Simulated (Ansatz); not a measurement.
# Si: the cost of one run

Method: DFT LDA, scalar-relativistic, plane waves, PAW, in Ansatz 0.2.0.

The COD entry's cell or inner coordinates are ideal or old and differ from later refinements, so a difference from it is no clean test against experiment.

1 further run of the same task is left out (set aside as unsound or not needed).

## Step 1: The starting structure

It takes space group Fd-3m (No. 227, cubic). Conventional cell: a = 5.402 Å, b = 5.402 Å, c = 5.402 Å, α = 90.00°, β = 90.00°, γ = 90.00°. Si (site symmetry -43m) is surrounded by 4 Si at 2.34 Å.

As a file:

```cif
data_structure
_symmetry_space_group_name_H-M 'P 1'
_symmetry_Int_Tables_number 1
_cell_length_a 3.8198
_cell_length_b 3.8198
_cell_length_c 3.8198
_cell_angle_alpha 60.000
_cell_angle_beta 60.000
_cell_angle_gamma 60.000
_cell_volume 39.41
loop_
_atom_site_label
_atom_site_type_symbol
_atom_site_fract_x
_atom_site_fract_y
_atom_site_fract_z
_atom_site_occupancy
Si1 Si 0.75000 0.75000 0.75000 1
Si2 Si 0.50000 0.50000 0.50000 1
```

It is the result of an earlier relaxation at this level (volume 19.70 Å³/atom; gap on the mesh: 0.44 eV).

## Step 2: A stricter relaxation

Response functions are second derivatives at a minimum, so forces and stress are first brought close to zero on the mesh and occupations that the response runs use.

Input file input.yaml:

```yaml
crystal:
  lattice:
    - [0.0, 2.7009841766, 2.7009841766]
    - [2.7009841766, 0.0, 2.7009841766]
    - [2.7009841766, 2.7009841766, 0.0]
  atoms:
    - { symbol: Si, position: [0.75, 0.75, 0.75] }
    - { symbol: Si, position: [0.5, 0.5, 0.5] }
basis:
  ecutwfc: 420
kpoints:
  mp_grid: { grid: [12, 12, 12] }
hamiltonian:
  xc: lda
scf:
  occupations: { method: fixed }
output:
  forces: true
  stress: true
  eigenvalues: true
  write_density: true
  write_potential: true
  elf: true
  volumetric_format: npy
relax:
  adjacent_minimum: "off"
  f_tol: 0.001
  max_steps: 60
  cell: { stress_tol: 0.01 }
```

Run with:

```bash
> ansatz run input.yaml --threads 1 --pin off --max-ram 2560MiB --backend cpu --events-out ev --progress --plain --runs-dir out
```

What time and memory should one allow on 1 thread of an Arm CPU, shared host?

About 4.3 s, with a peak of 0.29 GiB.
